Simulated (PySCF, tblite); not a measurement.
# C6H12O2SSi: geometry, infrared bands and NMR shifts

Aim: predict the infrared bands and NMR shifts of C6H12O2SSi (`CCO/C=C/[Si@@H]1OCCS1`).

Computed with tblite 0.8.0 and PySCF 2.14.0, with density-fitted response routines of our own, on a single molecule in the gas phase. Atoms are numbered from 0 throughout.

### Step 1. Starting geometry

22 atoms, charge 0, multiplicity 1; geometry from: force field or distance geometry start.

Bonds of the start (Å): C0–C1 1.53, C1–O2 1.43, O2–C3 1.38, C3–C4 1.33, C4–Si5 1.83, Si5–O6 1.67, O6–C7 1.43, C7–C8 1.53, C8–S9 1.82, S9–Si5 2.14, C0–H10 1.09, C0–H11 1.09, C0–H12 1.08, C1–H13 1.10, C1–H14 1.09, C3–H15 1.10, C4–H16 1.09, Si5–H17 1.48, C7–H18 1.09, C7–H19 1.10, C8–H20 1.09, C8–H21 1.10.

### Step 2. Relaxing the molecule with GFN2-xTB

What the job is given:

```
{"job": {"kind": "relax", "xc": "GFN2-xTB", "basis": "xTB"}, "charge": 0, "multiplicity": 1}
C      4.333900    -0.453400    -0.129000
C      2.929200     0.101200     0.123100
O      2.075500    -1.009200     0.400900
C      0.751800    -0.719000     0.647000
C      0.139500     0.463600     0.713800
Si    -1.634900     0.722400     1.053700
O     -2.566500    -0.646000     0.853400
C     -3.189800    -0.711100    -0.427400
C     -3.769500     0.644600    -0.823500
S     -2.471200     1.887400    -0.528300
H      5.027000     0.357500    -0.338600
H      4.681100    -1.021200     0.738300
H      4.310200    -1.137700    -0.969500
H      2.970100     0.767500     0.995800
H      2.585900     0.653600    -0.749400
H      0.230800    -1.666100     0.837200
H      0.678000     1.392100     0.538500
H     -1.896000     1.355300     2.364200
H     -2.471100    -1.073900    -1.167700
H     -3.993400    -1.458100    -0.372000
H     -4.100600     0.668800    -1.865000
H     -4.630200     0.901300    -0.185600
```

The run is started by

```
$ OMP_NUM_THREADS=1 python probes_run.py task.json out
```

The driver reads the jobs from task.json and runs them one after another.

**Question.** This job is followed by: GFN2-xTB harmonic vibrations, gas phase; GIAO PBE0/pcSseg-1 NMR shielding, non-relativistic, gas phase. What will the session give for the following? strongest single infrared mode (GFN2-xTB); zero-point energy (GFN2-xTB); ¹³C shifts against TMS (PBE0/pcSseg-1); ¹H shifts against TMS (PBE0/pcSseg-1, means over atoms taken as alike); ¹⁷O shifts against H2O (PBE0/pcSseg-1); ²⁹Si shifts against TMS (PBE0/pcSseg-1); ³³S shifts against CS2 (PBE0/pcSseg-1).

As calculated:

```
                                                              quantity                                                           value
                             strongest single infrared mode (GFN2-xTB)                                           1651 cm⁻¹, 641 km/mol
                                          zero-point energy (GFN2-xTB)                                                  107.6 kcal/mol
                                ¹³C shifts against TMS (PBE0/pcSseg-1)                         166.3, 90.5, 70.1, 64.8, 37.6, 16.7 ppm
¹H shifts against TMS (PBE0/pcSseg-1, means over atoms taken as alike)  7.01, 5.76, 4.42, 4.11, 3.82, 3.77, 3.76, 3.18, 2.81, 1.44 ppm
                                ¹⁷O shifts against H2O (PBE0/pcSseg-1)                                                 167.9, 40.4 ppm
                               ²⁹Si shifts against TMS (PBE0/pcSseg-1)                                                        11.4 ppm
                                ³³S shifts against CS2 (PBE0/pcSseg-1)                                                        -137 ppm
```

What this shows: The optimisation took 135 steps and gained 0.177 eV; among the close pairs (by a distance rule), O2–C3 changed most, from 1.377 to 1.342 Å. All 60 modes are real, so the xTB geometry is a minimum. The strongest single mode, at 1651 cm⁻¹, moves mainly C3 and C4. Unscaled tight-binding wavenumbers are off by several per cent, some by more. Its intensities can rank the bands wrongly. C3 (alkene carbon bearing oxygen) lies farthest downfield among carbon, at 166.3 ppm; an sp2 carbon further deshielded by the attached heteroatom. The most deshielded hydrogen is H15 (hydrogen on an alkene carbon bearing oxygen), at 7.01 ppm: attached to an sp2 carbon and in the plane of the double bond. At PBE0/pcSseg-1: Shielding is most anisotropic at O2 (span 235 ppm, paramagnetic term -231 ppm).
